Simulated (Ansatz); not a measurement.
# BFH2SSe: the cost of one run

All numbers are computed with Ansatz 0.2.0, driven from Python. Level of theory: revpbe0/6-31G*.

### 1 Starting point

Bond lengths: F1–B2 1.454 Å, B2–S3 1.855 Å, B2–Se4 1.972 Å, S3–H5 1.426 Å, Se4–H6 1.561 Å. Angles: F1–B2–S3 118.6°, F1–B2–Se4 123.9°, S3–B2–Se4 117.5°, B2–S3–H5 93.1°, B2–Se4–H6 91.7°.

No structure file is read: the coordinates are typed or built in the script.

### 2 The code

Contents of energy_bfh2sse.py:

```python
"""Single point of BFH2SSe."""

from pathlib import Path
import json

import ansatz as az

geometry_ang = [
    ("F", (-0.6365, -0.8824, 1.5273)),
    ("B", (-0.1362, -0.2086, 0.3394)),
    ("S", (1.6476, 0.2971, 0.2918)),
    ("Se", (-1.2271, 0.1506, -1.2633)),
    ("H", (2.0688, -0.9593, -0.2357)),
    ("H", (-1.6746, 1.5386, -0.7056)),
]
system = az.Crystal.molecule()
for symbol, xyz in geometry_ang:
    system = system.atom(symbol, xyz)

job = (
    system.calculation()
    .basis(gaussian="6-31G*")
    .functional("revpbe0")
    .orbitals()
)
outcome = job.run(threads=1, backend="cpu", runs_dir="runs")
summary = outcome.report

print("reference energy %16.6f eV" % summary["reference_energy_ev"])
print("total energy     %16.6f eV" % summary["free_energy_ev"])
print("occupied orbitals outside the frozen core (up, down):", summary["n_occupied"], " frozen:", summary["n_frozen"], " virtual:", summary["n_virtual"])

lines = Path(summary["orbitals_path"]).read_text().splitlines()
field_of = lambda key: [line.split("=")[1].strip() for line in lines if line.startswith(key)]
orbitals = [(27.211386 * float(e), s, float(n)) for e, s, n in zip(field_of("Ene="), field_of("Spin="), field_of("Occup="))]
homo = max(e for e, _, n in orbitals if n > 0.5)
lumo = min(e for e, _, n in orbitals if n < 0.5)
print(f"HOMO {homo:.3f} eV, LUMO {lumo:.3f} eV, gap {lumo - homo:.3f} eV")
with open("bfh2sse.json", "w") as handle:
    json.dump({k: summary[k] for k in ("free_energy_ev", "reference_energy_ev", "n_occupied", "n_virtual")}, handle, indent=1)
```

### 3 Launch

On the command line:

```console
python energy_bfh2sse.py
```

Q: Estimate wall time and peak memory on 1 thread of Arm Neoverse V2, shared host.

About 3.1 s, with a peak of 0.23 GiB.
